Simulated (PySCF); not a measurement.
# C₂H₅AsO: electronic excitations and core binding energies

Aim: predict the electronic excitations and core binding energies of C₂H₅AsO (`O=CC[AsH2]`).

Computed with PySCF 2.14.0, with density-fitted response routines of our own, on a single molecule in the gas phase. Atoms are numbered from 0 throughout.

## 1. The starting structure

9 atoms, charge 0, multiplicity 1; geometry from: GFN2-xTB.

Bonds of the start (Å): O0–C1 1.20, C1–C2 1.49, C2–As3 1.99, C1–H4 1.11, C2–H5 1.10, C2–H6 1.10, As3–H7 1.49, As3–H8 1.49.

## 2. TDDFT and polarisability: wB97X-D/def2-SVPD

The job: settings as JSON, then the geometry in Å.

```
{"job": {"kind": "uv", "xc": "wB97X-D", "basis": "def2-SVPD", "nstates": 8, "ntriplets": 3}, "charge": 0, "multiplicity": 1}
O     -0.539240    -1.602856    -0.372545
C     -1.004757    -0.500947    -0.313288
C     -0.241912     0.728356     0.050750
As     1.679386     0.386278     0.423050
H     -2.078382    -0.326819    -0.536440
H     -0.346471     1.457140    -0.760314
H     -0.716968     1.185182     0.925731
H      1.853929    -0.529083    -0.744345
H      1.407977    -0.791258     1.302221
```

Level: TDDFT wB97X-D/def2-SVPD, vertical, gas phase, core orbitals frozen in the response.

Launch:

```
OMP_NUM_THREADS=1 python probes_run.py task.json out
```

This one command runs all jobs of the session in turn.

**Question.** This job is followed by: delta-SCF UKS SCAN, pcX-2 on the ionised atom, pcseg-1 elsewhere, spin-free X2C. Predict these results of the whole session: lowest singlet (wB97X-D/def2-SVPD); brightest single state of those computed; lowest triplet; O1s binding energies, SCAN/pcX-2; C1s binding energies, SCAN/pcX-2 (standing for 1 of 2 atoms).

As calculated:

| quantity | value |
| --- | --- |
| lowest singlet (wB97X-D/def2-SVPD) | 4.43 eV (280 nm), f = 0.000 |
| brightest single state of those computed | state 4, 7.08 eV, f = 0.162 |
| lowest triplet | 3.87 eV |
| O1s binding energies, SCAN/pcX-2 | O0 538.32 eV |
| C1s binding energies, SCAN/pcX-2 (standing for 1 of 2 atoms) | C2 291.03 eV |

**Reading.** The lowest singlet, at 4.43 eV, is HOMO−1→LUMO 0.93 and is dark; of the 8 states computed, the strongest absorption comes from state 4 at 7.08 eV (the last state computed is bright too, and its partners may lie past the list). The lowest triplet lies 0.56 eV below the lowest singlet (triplets in Tamm-Dancoff, singlets in full TDDFT).
